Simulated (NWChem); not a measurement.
# PbSe (Clausthalite) in NWChem: convergence with k mesh

PbSe (Clausthalite):

```
Pb Se
1.0
     0.00000    3.06065    3.06065
     3.06065    0.00000    3.06065
     3.06065    3.06065    0.00000
Pb Se
1 1
Direct
  0.99775 0.99684 0.99940
  0.50309 0.50000 0.49270
```

The cell isn't the ideal one: atoms moved at random.

* Program: NWChem 7.2.2
* Task: convergence study
* Functional: PBE
* Potentials or basis: NWChem's TM library (Troullier-Martins)
* Cutoff: 1088 eV
* Density cutoff: 2177 eV
* k mesh: 1 × 1 × 1
* Occupations: fermi-dirac, width 0.05 eV
* Spin: no spin polarisation

These are the settings of the first run; the series varies k mesh, with any setting tied to it.

Hardware: 1 thread of Arm Neoverse V1 (shared host).

| k mesh | energy less the tightest run, at zero smearing (meV/atom) | pressure (GPa) | largest force (eV/Å) | gap on the mesh (eV) | SCF cycles | CPU time (s) | peak memory (GiB) |
| --- | --- | --- | --- | --- | --- | --- | --- |
| 1 × 1 × 1 | 2546.77 | 21.53 | 0.191 | 5.861 | 19 | 14 | 0.12 |
| 2 × 2 × 2 | 784.70 | 3.56 | 0.362 | 0.129 | 23 | 87 | 0.19 |
| 3 × 3 × 3 | -50.80 | -3.84 | 0.000 | 2.034 | 15 | 120 | 0.26 |
| 4 × 4 × 4 | 10.43 | -3.00 | 0.026 | 0.300 | 19 | 360 | 0.53 |
| 5 × 5 × 5 | 0.00 | -3.10 | 0.009 | 1.198 | 16 | 610 | 0.85 |

Not settled before the last step: the energy (to 1 meV/atom), the pressure (to 0.1 GPa), the largest force (to 0.005 eV/Å), the gap on the mesh (to 0.01 eV). Meshes of other sizes hit other points, so gaps and Fermi surfaces needn't settle smoothly. The tightest run that finished is the yardstick and may itself not be fully converged.

Caveat, for the tightest run too: potentials of this library can shift pressures by several GPa and gaps by up to half an eV, enough to turn an indirect gap into a direct one; spin-orbit coupling is left out, which as a rule narrows the gap of such compounds by several tenths of an eV; an odd mesh through Γ misses points on the zone boundary, where band edges often lie.
